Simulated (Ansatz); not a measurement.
# C3H9GaSe3: how energies converge with the basis set

An exercise on one series of results from a longer session: the logs are not shown, and one member is left open.

Method: one geometry, several basis sets; program: Ansatz 0.2.0, Gaussian basis.

Plan: PBE0-D4/def2-SVP; ωB97M-V/def2-SVP; PBE0-D4/def2-QZVPP; ωB97M-V/def2-QZVPP; the functionals' def2-TZVPP values are taken from earlier runs.

**The relaxed structure**

All runs share one geometry, relaxed beforehand with PBE0-D4 in a triple-zeta def2 set.

SMILES `C[Se][Ga]([Se]C)[Se]C`, 16 atoms, charge 0, spin multiplicity 1.

Atoms are counted from 1 here; the program's logs count them from 0.

Bond lengths: C1–Se2 1.962 Å, C1–H8 1.087 Å, C1–H9 1.089 Å, C1–H10 1.087 Å, Se2–Ga3 2.319 Å, Ga3–Se4 2.319 Å, Ga3–Se6 2.319 Å, Se4–C5 1.962 Å, C5–H11 1.089 Å, C5–H12 1.087 Å, C5–H13 1.087 Å, Se6–C7 1.962 Å, C7–H14 1.087 Å, C7–H15 1.087 Å, C7–H16 1.089 Å. Angles: Se2–C1–H8 110.3°, Se2–C1–H9 106.2°, Se2–C1–H10 110.4°, H8–C1–H9 109.6°, H8–C1–H10 110.6°, H9–C1–H10 109.6°, C1–Se2–Ga3 97.7°, Se2–Ga3–Se4 120.0°, Se2–Ga3–Se6 120.0°, Se4–Ga3–Se6 120.0°, Ga3–Se4–C5 97.7°, Se4–C5–H11 106.2°, Se4–C5–H12 110.3°, Se4–C5–H13 110.4°, H11–C5–H12 109.6°, H11–C5–H13 109.6°, H12–C5–H13 110.6°, Ga3–Se6–C7 97.7° and more.

The first run:

Input file in.yaml:

```yaml
crystal:
  periodic: [false, false, false]
  atoms:
    - {symbol: C, position_ang: [2.118568, 0.855267, -2.286589]}
    - {symbol: Se, position_ang: [1.807371, -0.769670, -1.232828]}
    - {symbol: Ga, position_ang: [-0.002647, -0.000942, -0.003723]}
    - {symbol: Se, position_ang: [-1.010547, -1.381619, 1.563458]}
    - {symbol: C, position_ang: [0.140633, -2.949695, 1.311467]}
    - {symbol: Se, position_ang: [-0.804247, 2.149173, -0.339145]}
    - {symbol: C, position_ang: [-2.258029, 2.094804, 0.976616]}
    - {symbol: H, position_ang: [2.358865, 1.689927, -1.632218]}
    - {symbol: H, position_ang: [2.968183, 0.640455, -2.932314]}
    - {symbol: H, position_ang: [1.246494, 1.084643, -2.894448]}
    - {symbol: H, position_ang: [-0.214959, -3.703230, 2.011957]}
    - {symbol: H, position_ang: [0.051210, -3.324780, 0.294658]}
    - {symbol: H, position_ang: [1.174693, -2.700081, 1.537409]}
    - {symbol: H, position_ang: [-1.859044, 1.926520, 1.974168]}
    - {symbol: H, position_ang: [-2.975106, 1.319945, 0.715856]}
    - {symbol: H, position_ang: [-2.741429, 3.069273, 0.935676]}
basis:
  gaussian: {orbitals: def2-SVP}
hamiltonian: {xc: pbe0, dispersion: d4}
output: {orbitals: {seedname: orbitals}}
```

Started as:

```bash
$ ansatz run in.yaml --threads 4 --pin off --events-out ev --progress --plain --max-ram 46080MiB --backend cpu
```

Steps of the session up to this table: PBE0-D4 in def2-SVP; ωB97M-V in def2-SVP; PBE0-D4 in def2-QZVPP; ωB97M-V in def2-QZVPP.

One table of the session follows, with a row left open; its other results are not shown here.

It belongs to the step «Functionals by basis». 

```
functional       basis  HOMO (eV)
   PBE0-D4    def2-SVP      -6.50
   PBE0-D4  def2-TZVPP      -6.60
   PBE0-D4  def2-QZVPP      -6.61
   ωB97M-V    def2-SVP      -8.61
   ωB97M-V  def2-TZVPP      -8.73
   ωB97M-V  def2-QZVPP          ?
```

Q: Estimate the row for ωB97M-V, def2-QZVPP from the others.

The run gave: HOMO (eV): -8.74. In the column «HOMO (eV)» it is the lowest.
